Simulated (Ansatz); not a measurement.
# H₄OSSn (SMILES [OH][SnH2][SH]): one structure at several levels

One table from this session's results is given with a row withheld; the runs are named, their logs left out.

Computed with Ansatz 0.2.0, Gaussian basis. Level: single points in def2-TZVPP.

Cores are frozen in the correlated methods. Filled d shells of the heavier atoms are correlated. Core potentials replace the inner electrons past krypton, and spin-orbit coupling is left out.

### Where the work starts

7 atoms, charge 0, spin multiplicity 1.

Atoms are counted from 1 here; the program's logs count them from 0.

Bond lengths: O1–Sn2 1.841 Å, O1–H4 1.088 Å, Sn2–S3 2.333 Å, Sn2–H5 1.598 Å, Sn2–H6 1.853 Å, S3–H7 1.089 Å. Angles: Sn2–O1–H4 117.6°, O1–Sn2–S3 98.0°, O1–Sn2–H5 106.7°, O1–Sn2–H6 109.8°, S3–Sn2–H5 111.0°, S3–Sn2–H6 115.4°, H5–Sn2–H6 114.4°, Sn2–S3–H7 89.2°.

Geometry (Å):

```xyz
7
H4OSSn
O    -1.0317   -0.7087   -0.5878
Sn    0.1069    0.5296    0.1611
S     1.9471   -0.8699    0.4747
H    -2.0359   -0.3787   -0.8456
H     0.4040    1.6227   -0.9667
H    -0.6419    1.2150    1.7110
H     1.3452   -1.7124    0.1364
```

The first run:

Input file run/in.yaml:

```yaml
crystal:
  periodic: [false, false, false]
  atoms:
    - {symbol: O, position_ang: [-1.031700, -0.708700, -0.587800]}
    - {symbol: Sn, position_ang: [0.106900, 0.529600, 0.161100]}
    - {symbol: S, position_ang: [1.947100, -0.869900, 0.474700]}
    - {symbol: H, position_ang: [-2.035900, -0.378700, -0.845600]}
    - {symbol: H, position_ang: [0.404000, 1.622700, -0.966700]}
    - {symbol: H, position_ang: [-0.641900, 1.215000, 1.711000]}
    - {symbol: H, position_ang: [1.345200, -1.712400, 0.136400]}
basis:
  gaussian: {orbitals: def2-TZVPP}
correlation: {method: ccsd_t}
output: {forces: true}
```

No record of the launch command was kept for these runs.

Among the steps run: CCSD(T)/def2-TZVPP; PBE0-D4/def2-TZVPP; wB97M-V/def2-TZVPP; r2SCAN-D4/def2-TZVPP; PBE-D4/def2-TZVPP; wB97X-V/def2-TZVPP; CAM-B3LYP-D4/def2-TZVPP.

One table of the session follows, with a row left open; its other results are not shown here.

| method | RMS force component (eV/Å) | angle to CCSD(T) forces (°) | dipole (D) |
| --- | --- | --- | --- |
| CCSD(T) | 4.649 | reference | 2.32 |
| PBE0-D4 | 4.691 | 1.0 | 2.37 |
| wB97M-V | 4.638 | 0.5 | 2.36 |
| r2SCAN-D4 | ? | ? | ? |
| PBE-D4 | 4.716 | 2.6 | 2.25 |
| wB97X-V | 4.692 | 0.8 | 2.43 |
| CAM-B3LYP-D4 | 4.627 | 0.8 | 2.42 |

**Question.** Estimate the row for r2SCAN-D4.

**Answer.** RMS force component (eV/Å): 4.661; angle to CCSD(T) forces (°): 0.8; dipole (D): 2.35. In the column «RMS force component (eV/Å)» it lies between CCSD(T) (4.649) and PBE0-D4 (4.691).
